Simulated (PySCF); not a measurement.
# [Er(OH)2]+: other functionals and bases at one geometry

One table from this session's results is given with a row withheld; the runs are named, their logs left out.

Method: several levels, as the steps say, no spin–orbit coupling; program: PySCF 2.14.0.

5 further runs of the same task are left out: 1 for a known fault of the program, 2 that didn't finish, 2 set aside as unsound or not needed.

### The starting structure

5 atoms, charge 1, spin multiplicity 1.

Bond lengths: Er1–O2 1.947 Å, Er1–O4 1.947 Å, O2–H3 0.971 Å, O4–H5 0.971 Å. Angles: O2–Er1–O4 114.9°, Er1–O2–H3 166.1°, Er1–O4–H5 166.1°.

As a file:

```xyz
5

Er    0.0443   -0.9711    0.0768
O    -0.0033    0.2020    1.6305
H    -0.0353    0.9561    2.2422
O    -0.0033   -0.0568   -1.6420
H    -0.0353    0.5917   -2.3646
```

Formal oxidation states: Er +3. Each metal's 11 4f electrons lie in its core potential, so multiplicities, spins and levels count the valence alone. An earlier session relaxed this geometry at TPSS, Er lcecp-1-SVP with ECP57, O def2-SVP, H def2-SVP (singlet, point group C2v).

At TPSS on the finer grid: E = -189.681455 Eh, HOMO -12.12 eV, LUMO -7.75 eV, Mulliken charge on Er1 +1.31 e, largest force component 0.009 eV/Å. 

Levels to run: HF; BLYP; revPBE; PBE; TPSS, TZVP. Hardware: 2 threads of Arm Neoverse V1, shared host.

The first run:

File run.py (the lines that set the calculation):

```python
mol = gto.M(atom='''
Er     0.04428    -0.97115     0.07680
O     -0.00331     0.20204     1.63050
H     -0.03529     0.95606     2.24216
O     -0.00331    -0.05675    -1.64199
H     -0.03529     0.59175    -2.36456''',
    basis={'Er': 'lcecp-1-SVP', 'O': 'def2-SVP', 'H': 'def2-SVP'},
    ecp={'Er': 'lcecp-1-SVP'},
    charge=1, spin=0)
mf = scf.RHF(mol)
mf = mf.density_fit()  # fitting sets: Er AutoAux, O def2-universal-JKFIT, H def2-universal-JKFIT
mf.conv_tol = 1e-08; mf.max_cycle = 55
mf.kernel(dm0)  # dm0: the density of the relaxed state
```

Launch:

```sh
$ OMP_NUM_THREADS=2 python run.py
```

Steps of the session up to this table: HF; BLYP; revPBE; PBE; TPSS, TZVP.

One table of the session follows, with a row left open; its other results are not shown here.

| level | HOMO (eV) | gap (eV) | charge on Er1 (e) | dipole (D) | largest force component (eV/Å) |
| --- | --- | --- | --- | --- | --- |
| TPSS (relaxed here) | -12.12 | 4.37 | 1.31 | 2.20 | 0.01 |
| HF | ? | ? | ? | ? | ? |
| BLYP | -11.95 | 3.86 | 1.22 | 2.03 | 0.30 |
| revPBE | -12.02 | 4.09 | 1.25 | 2.08 | 0.09 |
| PBE | -12.08 | 4.07 | 1.24 | 2.02 | 0.12 |
| TPSS, TZVP | -12.18 | 4.44 | 1.74 | 2.44 | 0.20 |

Q: Estimate the row for HF from the others.

As computed: HOMO (eV): -17.71; gap (eV): 12.68; charge on Er1 (e): 1.76; dipole (D): 3.40; largest force component (eV/Å): 1.24. In the column «HOMO (eV)» it is the lowest.

The dipole of a charged species depends on the origin, so these sizes hold for this origin alone.

In one basis the HOMO–LUMO gap runs from 3.86 eV (BLYP) to 12.68 eV (HF). The largest leftover force, 1.24 eV/Å with HF, stands at a geometry relaxed at another level. With 4f in the core, its levels are missing from HOMO and gap, and its count is fixed, so no charge can pass from the ligands into it. Total energies of different levels can't be compared.
